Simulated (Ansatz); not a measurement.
**C2H6GeSe: up Jacob's ladder to CCSD(T)**

The task here is to estimate one member of a computed series from the others.

The runs use Ansatz 0.2.0, Gaussian basis; functionals in def2-TZVPP, the program's frozen cores in correlated methods.

The runs, in order: LDA (SPW92), PBE-D4, revPBE-D4, BLYP-D4, r2SCAN-D4, B97M-V, PBE0-D4, B3LYP-D4, r2SCANh-D4, r2SCAN0-D4, HSE06-D4, BHLYP-D4, CAM-B3LYP-D4, LC-ωPBE, ωB97X-V, ωB97M-V, B2PLYP, PBE-QIDH; CCSD(T)/def2-SVP; CCSD(T)/def2-TZVPP; MP2/def2-QZVPP; extrapolation to the limit; RPA on PBE.

**The geometry**

All runs share one geometry, relaxed beforehand with PBE0-D4 in a triple-zeta def2 set.

SMILES `C=C[Se][GeH3]`, 10 atoms, charge 0, spin multiplicity 1.

Atoms are counted from 1 here; the program's logs count them from 0.

Bond lengths: C1–C2 1.325 Å, C1–H5 1.085 Å, C1–H6 1.084 Å, C2–Se3 1.904 Å, C2–H7 1.085 Å, Se3–Ge4 2.353 Å, Ge4–H8 1.538 Å, Ge4–H9 1.534 Å, Ge4–H10 1.537 Å. Angles: C2–C1–H5 120.4°, C2–C1–H6 122.2°, H5–C1–H6 117.4°, C1–C2–Se3 122.9°, C1–C2–H7 121.5°, Se3–C2–H7 115.5°, C2–Se3–Ge4 96.4°, Se3–Ge4–H8 108.4°, Se3–Ge4–H9 106.4°, Se3–Ge4–H10 110.9°, H8–Ge4–H9 110.9°, H8–Ge4–H10 109.6°, H9–Ge4–H10 110.6°.

The first run:

The input, in.yaml:

```yaml
crystal:
  periodic: [false, false, false]
  atoms:
    - {symbol: C, position_ang: [-0.039136, 1.622220, -1.612964]}
    - {symbol: C, position_ang: [0.329020, 0.548766, -0.929985]}
    - {symbol: Se, position_ang: [0.948710, 0.628759, 0.869055]}
    - {symbol: Ge, position_ang: [-0.125432, -1.331500, 1.605089]}
    - {symbol: H, position_ang: [-0.309312, 1.539507, -2.660267]}
    - {symbol: H, position_ang: [-0.076754, 2.608071, -1.163531]}
    - {symbol: H, position_ang: [0.360728, -0.433160, -1.391609]}
    - {symbol: H, position_ang: [0.164878, -2.452539, 0.593538]}
    - {symbol: H, position_ang: [0.473231, -1.664266, 2.977437]}
    - {symbol: H, position_ang: [-1.642931, -1.117056, 1.716138]}
basis:
  gaussian: {orbitals: def2-TZVPP}
hamiltonian: {xc: lda}
output: {orbitals: {seedname: orbitals}}
```

Steps of the session up to this table: LDA; PBE-D4 (GGA); revPBE-D4 (GGA); BLYP-D4 (GGA); r2SCAN-D4 (meta-GGA); B97M-V (meta-GGA); PBE0-D4 (hybrid); B3LYP-D4 (hybrid); r2SCANh-D4 (hybrid); r2SCAN0-D4 (hybrid); HSE06-D4 (hybrid); BHLYP-D4 (hybrid); CAM-B3LYP-D4 (range-separated); LC-ωPBE-D4 (range-separated; the results give it without D4); ωB97X-V (range-separated); ωB97M-V (range-separated); B2PLYP (double hybrid); PBE-QIDH (double hybrid).

One table of the session follows, with a row left open; its other results are not shown here.

It belongs to the step «Orbital energies across the functionals». 

```
  functional  HOMO (eV)  gap (eV)
 LDA (SPW92)      -5.55      3.96
      PBE-D4      -5.41      4.05
   revPBE-D4          ?         ?
     BLYP-D4      -5.24      4.01
   r2SCAN-D4      -5.63      4.49
      B97M-V      -5.71      4.61
     PBE0-D4      -6.46      6.05
    B3LYP-D4      -6.24      5.59
  r2SCANh-D4      -6.02      5.22
  r2SCAN0-D4      -6.61      6.32
    HSE06-D4      -6.07      5.28
    BHLYP-D4      -7.37      7.93
CAM-B3LYP-D4      -7.69      8.31
     LC-ωPBE      -9.00     10.79
     ωB97X-V      -8.67     10.35
     ωB97M-V      -8.55     10.04
```

Estimate the missing values for revPBE-D4.

**Answer.** HOMO (eV): -5.36; gap (eV): 4.09. In the column «HOMO (eV)» it lies between PBE-D4 (-5.41) and BLYP-D4 (-5.24).
